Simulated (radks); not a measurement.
# C in [He] 2s2 2p2: an all-electron calculation

One table from this session's results is given with a row withheld; the runs are named, their logs left out.

The numbers are computed with radks (a radial shooting solver on a logarithmic mesh, Libxc functionals) version 1 (scalar-relativistic Kohn-Sham, exchange-only PBE, spin-polarised, spherical densities, finite nucleus; open shells are filled with parallel spins first), except any that are marked as measured or tabulated.

**The atom as given**

```
element            : carbon (Z = 6)
charge             : 0
electrons          : 6
configuration      : [He] 2s2 2p2
nuclear rms radius : 2.4702 fm
```

The outer shells:

C
```
[He] core
2s [↑↓]
2p [↑ ][↑ ][  ]
```

Set-up of the first run:

Settings of this run:

```text
Z 6
configuration [He] 2s2 2p2
relativity scalar-relativistic
functional pbe,
spin polarised
nucleus finite rms 2.4702 fm
c 137.035999084
```

Run with:

```console
$ python run_ks.py task.json out
```

All runs below come from this command, one after another.

One table of the session follows, with a row left open; its other results are not shown here.

It belongs to the step «Shells». Sizes of the orbitals, from the radial functions (bohr):

| level | <r> | outermost maximum (interpolated) | 90 % within |
| --- | --- | --- | --- |
| 1s up | 0.2712 | 0.174 | 0.487 |
| 1s down | 0.2704 | 0.174 | 0.486 |
| 2s up | ? | ? | ? |
| 2s down | 1.634 | 1.22 | 2.66 |
| 2p up | 1.767 | 1.18 | 3.08 |
| 2p down | 2.084 | 1.24 | 3.78 |

**Question.** Estimate the row for 2s up.

**Answer.** <r>: 1.557; outermost maximum (interpolated): 1.20; 90 % within: 2.49. In the column «<r>» it lies between 1s up (0.2712) and 2s down (1.634).

Caveats from the session: Open shells are spherical and high-spin; term and fine-structure splittings are not resolved.
